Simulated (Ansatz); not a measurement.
# Co: equation of state

An exercise on one series of results from a longer session: the logs are not shown, and one member is left open.

Program: Ansatz 0.2.0. Level of theory: DFT PBEsol, scalar-relativistic. These are calculated values, not measurements.

## The starting structure

Symmetry: P6_3/mmc, No. 194, hexagonal system. Conventional cell: a = 2.519 Å, b = 2.519 Å, c = 4.091 Å, α = 90.00°, β = 90.00°, γ = 120.00°. Around Co (site symmetry -6m2) lie 12 Co at 2.51 to 2.52 Å.

As a file:

```cif
data_structure
_symmetry_space_group_name_H-M 'P6_3/mmc'
_symmetry_Int_Tables_number 194
_cell_length_a 2.5190
_cell_length_b 2.5190
_cell_length_c 4.0910
_cell_angle_alpha 90.000
_cell_angle_beta 90.000
_cell_angle_gamma 120.000
_cell_volume 22.48
loop_
_atom_site_label
_atom_site_type_symbol
_atom_site_symmetry_multiplicity
_atom_site_Wyckoff_symbol
_atom_site_fract_x
_atom_site_fract_y
_atom_site_fract_z
_atom_site_occupancy
Co1 Co 2 c 0.33333 0.66667 0.25000 1
```

The file gives the conventional cell by its symmetry; the runs use the cell typed in the input.

Atoms are numbered in the order of the input: Co1, Co2.

The first run:

File input.yaml:

```yaml
crystal:
  lattice:
    - [2.4675782595, 0.0, 0.0]
    - [-1.2337891298, 2.1369854586, 0.0]
    - [0.0, 0.0, 4.0074867708]
  atoms:
    - { symbol: Co, position: [0.3333333333, 0.6666666667, 0.25], spin: 2.0 }
    - { symbol: Co, position: [0.6666666667, 0.3333333333, 0.75], spin: 2.0 }
magnetization:
  spin_polarized: true
kpoints:
  mp_grid: { grid: [19, 19, 10] }
  band_path:
    path:
      - [0.0, 0.0, 0.0]
      - [0.5, 0.0, 0.0]
      - [0.3333333333, 0.3333333333, 0.0]
      - [0.0, 0.0, 0.0]
      - [0.0, 0.0, 0.5]
      - [0.5, 0.0, 0.5]
      - [0.3333333333, 0.3333333333, 0.5]
      - [0.0, 0.0, 0.5]
      - [0.5, 0.0, 0.5]
    npoints: 5
scf:
  occupations: { method: fermi_dirac, width: 0.05 }
hamiltonian:
  xc: pbesol
  pseudopotentials: { kind: all_electron, lapw: { basis_error: 0.0005 } }
output:
  forces: true
  stress: true
  eigenvalues: true
```

Started as:

```sh
> ansatz run input.yaml --threads 1 --pin off --max-ram 3072MiB --backend cpu --events-out ev --progress --plain --runs-dir out
```

Among the steps run: Volume × 0.94, LAPW; Volume × 0.94, PAW; Volume × 0.94, crystal datasets; Volume × 0.98, LAPW; Volume × 0.98, PAW; Volume × 0.98, crystal datasets; Volume × 1.01, LAPW; Volume × 1.01, PAW; Volume × 1.01, crystal datasets; Volume × 1.04, LAPW; Volume × 1.04, PAW; Volume × 1.04, crystal datasets.

One table of the session follows, with a row left open; its other results are not shown here.

It belongs to the step «Fits». 

```
          method  volume (Å³/atom)  pressure (GPa)  moment Co1 (μB)
            LAPW            10.566               ?                ?
            LAPW            11.016          -12.74             1.68
            LAPW            11.353          -17.75             1.70
            LAPW            11.690          -21.90             1.73
             PAW            10.566           -4.39             1.65
             PAW            11.016          -12.67             1.70
             PAW            11.353          -17.70             1.73
             PAW            11.690          -21.87             1.75
crystal datasets            10.566           -4.48             1.65
crystal datasets            11.016          -12.74             1.70
crystal datasets            11.353          -17.75             1.73
crystal datasets            11.690          -21.90             1.75
```

Estimate the missing values for LAPW, 10.566.

The run gave: pressure (GPa): -4.48; moment Co1 (μB): 1.63.

To keep in mind: Other magnetic orders may lie lower; this is the state that the run reached. Warnings in the runs' records: crystal datasets made, stability check not made.
